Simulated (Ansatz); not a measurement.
# KSi2: the cost of one run

Method: DFT PBE, scalar-relativistic, plane waves, PAW, in Ansatz 0.2.0.

1 further run of the same task is left out (it didn't finish).

## (1) Starting point

Symmetry: Fm-3m, No. 225, cubic system. The conventional cell has a = 6.383 Å, b = 6.383 Å, c = 6.383 Å, α = 90.00°, β = 90.00°, γ = 90.00°. K (site symmetry m-3m) is surrounded by 8 Si at 2.76 Å. Si (site symmetry -43m) is surrounded by 4 K at 2.76 Å.

As a file:

```
K Si
1.0
     0.00000    3.19166    3.19166
     3.19166    0.00000    3.19166
     3.19166    3.19166    0.00000
K Si
1 2
Direct
  0.00000 0.00000 0.00000
  0.25000 0.25000 0.25000
  0.75000 0.75000 0.75000
```

(A quick probe on a coarse mesh, which set the mesh and smearing, is not shown.)

## (3) Rough relaxation on the coarse mesh

input.yaml

```yaml
crystal:
  lattice:
    - [0.0, 3.1916598912, 3.1916598912]
    - [3.1916598912, 0.0, 3.1916598912]
    - [3.1916598912, 3.1916598912, 0.0]
  atoms:
    - { symbol: K, position: [0.0, 0.0, 0.0] }
    - { symbol: Si, position: [0.25, 0.25, 0.25] }
    - { symbol: Si, position: [0.75, 0.75, 0.75] }
basis:
  ecutwfc: 420
kpoints:
  mp_grid: { grid: [6, 6, 6] }
hamiltonian:
  xc: pbe
scf:
  occupations: { method: gaussian, width: 0.1 }
  lower_state_search: "off"
output:
  forces: true
  stress: true
  eigenvalues: true
relax:
  adjacent_minimum: "off"
  f_tol: 0.04
  max_steps: 70
  cell: { stress_tol: 0.4 }
```

Command:

```
$ ansatz run input.yaml --threads 1 --pin off --max-ram 2560MiB --backend cpu --events-out ev --progress --plain --runs-dir out
```

What time and memory should one allow on 1 thread of Arm Neoverse V1, shared host?

About 6.1 s, with a peak of 0.32 GiB.
